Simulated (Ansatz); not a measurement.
# GaNH4: one species, many methods

One table from this session's results is given with a row withheld; the runs are named, their logs left out.

Program: Ansatz 0.2.0, Gaussian basis. Level of theory: functionals in def2-TZVPP, the program's frozen cores in correlated methods. These are calculated values, not measurements.

Levels to be run: LDA (SPW92), PBE-D4, revPBE-D4, BLYP-D4, r2SCAN-D4, B97M-V, PBE0-D4, B3LYP-D4, r2SCANh-D4, r2SCAN0-D4, HSE06-D4, BHLYP-D4, CAM-B3LYP-D4, LC-ωPBE, ωB97X-V, ωB97M-V, B2PLYP, PBE-QIDH; CCSD(T)/def2-SVP; CCSD(T)/def2-TZVPP; CCSD(T)/def2-QZVPP; extrapolation to the limit; RPA on PBE.

## The relaxed structure

All runs share one geometry, relaxed beforehand with PBE0-D4 in a triple-zeta def2 set.

SMILES `[NH2][GaH2]`, 6 atoms, charge 0, spin multiplicity 1.

Atoms are counted from 1 here; the program's logs count them from 0.

Bond lengths: N1–Ga2 1.813 Å, N1–H3 1.006 Å, N1–H4 1.006 Å, Ga2–H5 1.561 Å, Ga2–H6 1.561 Å. Angles: Ga2–N1–H3 124.1°, Ga2–N1–H4 124.0°, H3–N1–H4 111.9°, N1–Ga2–H5 116.7°, N1–Ga2–H6 116.7°, H5–Ga2–H6 126.5°.

The first run:

in.yaml reads:

```yaml
crystal:
  periodic: [false, false, false]
  atoms:
    - {symbol: N, position_ang: [-0.010240, -0.951954, 0.045618]}
    - {symbol: Ga, position_ang: [0.009271, 0.859054, -0.041197]}
    - {symbol: H, position_ang: [0.262887, -1.554999, -0.711390]}
    - {symbol: H, position_ang: [-0.295626, -1.473687, 0.856590]}
    - {symbol: H, position_ang: [0.483545, 1.492902, -1.386834]}
    - {symbol: H, position_ang: [-0.449838, 1.628685, 1.237213]}
basis:
  gaussian: {orbitals: def2-TZVPP}
hamiltonian: {xc: lda}
output: {orbitals: {seedname: orbitals}}
```

Command:

```bash
$ ansatz run in.yaml --threads 4 --pin off --events-out ev --progress --plain --max-ram 10444MiB
```

Among the steps run: LDA; PBE-D4 (GGA); revPBE-D4 (GGA); BLYP-D4 (GGA); r2SCAN-D4 (meta-GGA); B97M-V (meta-GGA); PBE0-D4 (hybrid); B3LYP-D4 (hybrid); r2SCANh-D4 (hybrid); r2SCAN0-D4 (hybrid); HSE06-D4 (hybrid); BHLYP-D4 (hybrid); CAM-B3LYP-D4 (range-separated); LC-ωPBE (range-separated); ωB97X-V (range-separated); ωB97M-V (range-separated); B2PLYP (double hybrid); PBE-QIDH (double hybrid).

One table of the session follows, with a row left open; its other results are not shown here.

```
  functional  HOMO (eV)  gap (eV)
 LDA (SPW92)      -6.30      4.55
      PBE-D4      -6.10      4.59
   revPBE-D4      -6.02      4.62
     BLYP-D4      -5.98      4.52
   r2SCAN-D4      -6.35      5.14
      B97M-V      -6.41      4.96
     PBE0-D4      -7.40      6.67
    B3LYP-D4      -7.18      6.17
  r2SCANh-D4      -6.85      5.91
  r2SCAN0-D4      -7.60      7.05
    HSE06-D4      -7.00      5.90
    BHLYP-D4          ?         ?
CAM-B3LYP-D4      -8.85      8.99
     LC-ωPBE     -10.27     11.58
     ωB97X-V      -9.87     11.05
     ωB97M-V      -9.78     10.74
```

Estimate the missing values for BHLYP-D4.

Worked estimate for «HOMO (eV)». Against the share of exact exchange, BLYP-D4 (0, -5.98), B3LYP-D4 (0.2, -7.18) give a slope of -6.00 per unit share; at 0.5 the line stands at -8.98.

As computed: HOMO (eV): -8.65; gap (eV): 8.63. In «HOMO (eV)» the line misses by -0.33.
